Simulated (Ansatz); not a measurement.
# AlH2NTe: the cost of one run

Program: Ansatz 0.2.0, Gaussian basis. Level of theory: single points in def2-TZVPP. These are calculated values, not measurements.

Cores are frozen in the correlated methods. Filled d shells of the heavier atoms are correlated. Core potentials replace the inner electrons past krypton, and spin-orbit coupling is left out.

### Step 1. The system as given

SMILES `[NH]1[AlH][Te]1`, 5 atoms, charge 0, spin multiplicity 1.

Atoms are counted from 1 here; the program's logs count them from 0.

Bond lengths: N1–Al2 1.749 Å, N1–Te3 2.341 Å, N1–H4 1.036 Å, Al2–Te3 2.426 Å, Al2–H5 1.649 Å. Angles: Al2–N1–Te3 71.1°, Al2–N1–H4 144.5°, Te3–N1–H4 111.0°, N1–Al2–Te3 65.9°, N1–Al2–H5 141.4°, Te3–Al2–H5 152.6°, N1–Te3–Al2 43.0°.

As a file:

```mol
AlH2NTe
  3D, bonds by distance, orders not assigned

  5  5  0  0  0  0  0  0  0  0999 V2000
   -0.6822   -0.4741   -0.5314 N   0  0
    0.4554    0.6949    0.1009 Al  0  0
    0.7448   -1.5458    0.9837 Te  0  0
   -1.6488   -0.8382   -0.4531 H   0  0
    0.8271    2.3001    0.0296 H   0  0
  1  2  8  0
  1  3  8  0
  1  4  8  0
  2  3  8  0
  2  5  8  0
M  END
```

### Step 2. PBE-D4/def2-TZVPP

Input file run/in.yaml:

```yaml
crystal:
  periodic: [false, false, false]
  atoms:
    - {symbol: N, position_ang: [-0.682206, -0.474088, -0.531388]}
    - {symbol: Al, position_ang: [0.455449, 0.694852, 0.100933]}
    - {symbol: Te, position_ang: [0.744798, -1.545764, 0.983687]}
    - {symbol: H, position_ang: [-1.648765, -0.838228, -0.453076]}
    - {symbol: H, position_ang: [0.827131, 2.300125, 0.029595]}
basis:
  gaussian: {orbitals: def2-TZVPP}
hamiltonian: {xc: pbe, dispersion: d4}
output: {forces: true}
```

The run is started by

```bash
> ansatz run in.yaml --threads 2 --pin off --events-out ev --progress --plain --max-ram 3481MiB
```

Q: Estimate wall time and peak memory on 2 threads of Arm Neoverse V2, shared host.

About 1.7 s, with a peak of 0.15 GiB.
